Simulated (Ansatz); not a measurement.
The same calculation of Br2H3NSi, SMILES N[SiH](Br)Br as a Python script and as an input file (Ansatz's Python interface).

`energy_br2h3nsi.py`:
```python
"""Single point of Br2H3NSi in a Gaussian basis."""

import json

import ansatz as az
import numpy as np

geometry_ang = [
    ("N", (0.0385, 1.0903, 0.1546)),
    ("Si", (-0.0019, -0.5582, 0.2777)),
    ("Br", (2.0676, -1.2014, 0.3091)),
    ("Br", (-0.9168, -1.3012, -1.5372)),
    ("H", (0.5473, 1.3869, -0.6864)),
    ("H", (-0.9589, 1.4522, -0.0634)),
    ("H", (-0.7145, -0.9366, 1.4999)),
]
geometry = az.Crystal.molecule()
for symbol, xyz in geometry_ang:
    geometry = geometry.atom(symbol, xyz)

setup = geometry.calculation()
setup = setup.basis(gaussian="def2-TZVP").functional("pbe0", dispersion="d4")
setup = setup.forces()
done = setup.run(threads=1)
report = done.report

print("reference energy %16.6f eV" % report["reference_energy_ev"])
print("total energy     %16.6f eV" % report["free_energy_ev"])
print("occupied orbitals outside the frozen core (up, down):", report["n_occupied"], " frozen:", report["n_frozen"], " virtual:", report["n_virtual"])

symbols = [site.symbol for site in geometry.cartesian_sites]
forces = np.array(report["forces_ev_ang"])
print("largest force", round(float(np.linalg.norm(forces, axis=1).max()), 4), "eV/A, rms", round(float(np.sqrt((forces ** 2).mean())), 4))

charges = report["charge_distribution"]
print("dipole moment", round(4.803205 * float(np.linalg.norm(charges["dipole_moment_e_ang"])), 3), "D")
print("Mulliken:", [(s, round(q, 3)) for s, q in zip(symbols, charges["mulliken_charges_e"])])
with open("br2h3nsi.json", "w") as handle:
    json.dump({k: report[k] for k in ("free_energy_ev", "reference_energy_ev", "n_occupied", "n_virtual")}, handle, indent=1)
```

Output of `python energy_br2h3nsi.py`:
```text
reference energy   -149492.107057 eV
total energy       -149492.294272 eV
occupied orbitals outside the frozen core (up, down): [47, 47]  frozen: 0  virtual: [135, 135]
largest force 3.9761 eV/A, rms 1.0897
dipole moment 1.617 D
Mulliken: [('N', -0.542), ('Si', 0.437), ('Br', -0.193), ('Br', -0.205), ('H', 0.249), ('H', 0.25), ('H', 0.003)]
```

`input.yaml`:
```yaml
crystal:
  periodic: [false, false, false]
  atoms:
    - { symbol: "N", position_ang: [0.0385, 1.0903, 0.1546] }
    - { symbol: Si, position_ang: [-0.0019, -0.5582, 0.2777] }
    - { symbol: Br, position_ang: [2.0676, -1.2014, 0.3091] }
    - { symbol: Br, position_ang: [-0.9168, -1.3012, -1.5372] }
    - { symbol: H, position_ang: [0.5473, 1.3869, -0.6864] }
    - { symbol: H, position_ang: [-0.9589, 1.4522, -0.0634] }
    - { symbol: H, position_ang: [-0.7145, -0.9366, 1.4999] }
basis:
  gaussian: { orbitals: def2-TZVP }
hamiltonian:
  xc: pbe0
  dispersion: d4
output:
  forces: true
```

The program run on that file:
```console
$ ansatz run input.yaml --threads 1 --pin off --max-ram 4096MiB --backend cpu --events-out ev --progress --plain --runs-dir out
Engine: ansatz 0.2.0, aarch64-unknown-linux-gnu
Functional definition: PBE0
  parameter a = 0.25
  parameter kappa = 0.804
  parameter beta = 0.06672455060314922
  exchange = (1 - a)*pbe_x(kappa = kappa, mu = beta*pi^2/3) + a*exact_x
  correlation = pbe_c(beta = beta)
1381 factors; their error is unknown
mean field evaluation 1: about -149485.2571 eV, gradient 5.7e1 eV
mean field evaluation 2: about -149476.1580 eV, gradient 8.1e1 eV
mean field evaluation 4: about -149491.1913 eV, gradient 3.0e0 eV
mean field evaluation 8: about -149491.2067 eV, gradient 5.1e-2 eV
mean field evaluation 16: about -149492.1070 eV, gradient 7.7e-5 eV
mean field -149492.10702902 eV, -5493.7336039269 hartree, gradient 1.6e-5 eV, S^2 0.000000; 0 other end points of the search recorded, 0 dependent functions left out
the calculation of the forces begins
reference -149492.10705697 eV, -5493.7336049542 hartree; 47, 47 occupied and 135, 135 virtual orbitals, 1381 factors
Total energy: -149492.29427170 eV, -5493.7404849683 hartree
Atom 0 at     0.038500     1.090300     0.154600 Å, force    -2.148879     3.070215    -1.328743 eV/Å
Atom 1 at    -0.001900    -0.558200     0.277700 Å, force     0.130709    -0.907594     0.568098 eV/Å
Atom 2 at     2.067600    -1.201400     0.309100 Å, force     0.671536    -0.399060     0.145141 eV/Å
Atom 3 at    -0.916800    -1.301200    -1.537200 Å, force    -0.641033    -0.839343    -0.798066 eV/Å
Atom 4 at     0.547300     1.386900    -0.686400 Å, force     0.109705    -0.021590     0.554028 eV/Å
Atom 5 at    -0.958900     1.452200    -0.063400 Å, force     2.027249    -0.613477     0.815454 eV/Å
Atom 6 at    -0.714500    -0.936600     1.499900 Å, force    -0.149287    -0.289151     0.044088 eV/Å
Dipole moment:    -0.216414     0.246442    -0.075960 e Å
```

Reading the output:
- Total energies depend on the basis set; only differences at equal settings carry meaning.
- The geometry is a force-field or estimated start, not a minimum of this method, and the basis set is short of its limit.
- Total less reference energy is the dispersion correction.
- Timing: 13 s on 1 thread of Arm Neoverse V1, on a shared host, peak memory 0.6 GiB.

(Lines on the test bed's own set-up are left out of the output.)
